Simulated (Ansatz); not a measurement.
# InGa3P2: the cost of one run

Computed with Ansatz 0.2.0 (DFT PBE, scalar-relativistic, plane waves, PAW, unless a step's input says otherwise).

## 1. The starting structure

The structure is orthorhombic, space group Fmmm (No. 69). Conventional cell: a = 5.979 Å, b = 7.931 Å, c = 11.460 Å, α = 90.00°, β = 90.00°, γ = 90.00°. In (site symmetry mmm) is surrounded by 4 Ga at 2.48 Å. Ga (site symmetry 2/m) has 2 In at 2.48 Å and 4 Ga at 2.48 to 2.99 Å and 4 P at 3.23 Å as nearest neighbours. Ga (site symmetry mmm) is surrounded by 4 Ga at 2.48 Å. Around P (site symmetry 2/m) lie 2 P at 2.99 Å and 4 Ga at 3.23 Å.

As a file:

```cif
data_structure
_symmetry_space_group_name_H-M 'P 1'
_symmetry_Int_Tables_number 1
_cell_length_a 6.9684
_cell_length_b 6.4630
_cell_length_c 4.9660
_cell_angle_alpha 73.834
_cell_angle_beta 62.973
_cell_angle_gamma 43.193
_cell_volume 135.85
loop_
_atom_site_label
_atom_site_type_symbol
_atom_site_fract_x
_atom_site_fract_y
_atom_site_fract_z
_atom_site_occupancy
In1 In 0.50000 0.50000 0.50000 1
Ga1 Ga 0.00000 0.00000 0.50000 1
Ga2 Ga 0.50000 0.50000 0.00000 1
Ga3 Ga 0.00000 0.00000 0.00000 1
P1 P 0.50000 0.00000 0.00000 1
P2 P 0.00000 0.50000 0.50000 1
```

Recipe of the guess: random cell by space group and Wyckoff sites (Fmmm, No. 69). Lengths come from tabulated atomic sizes and are only a guess.

## 2. Probe: one point on a coarse mesh

File input.yaml:

```yaml
crystal:
  lattice:
    - [0.0, 3.96544301, 5.73011515]
    - [2.98931559, 0.0, 5.73011515]
    - [2.98931559, 3.96544301, 0.0]
  atoms:
    - { symbol: In, position: [0.5, 0.5, 0.5] }
    - { symbol: Ga, position: [0.0, 0.0, 0.5] }
    - { symbol: Ga, position: [0.5, 0.5, 0.0] }
    - { symbol: Ga, position: [0.0, 0.0, 0.0] }
    - { symbol: P, position: [0.5, 0.0, 0.0] }
    - { symbol: P, position: [0.0, 0.5, 0.5] }
basis:
  ecutwfc: 420
kpoints:
  mp_grid: { grid: [4, 4, 4] }
hamiltonian:
  xc: pbe
scf:
  occupations: { method: gaussian, width: 0.1 }
  lower_state_search: "off"
output:
  forces: true
  stress: true
  eigenvalues: true
```

Started as:

```sh
$ ansatz run input.yaml --threads 1 --pin off --max-ram 2560MiB --backend cpu --events-out ev --progress --plain --runs-dir out
```

What time and memory should one allow on 1 thread of Arm Neoverse V2, shared host?

About 5.7 s, with a peak of 0.43 GiB.
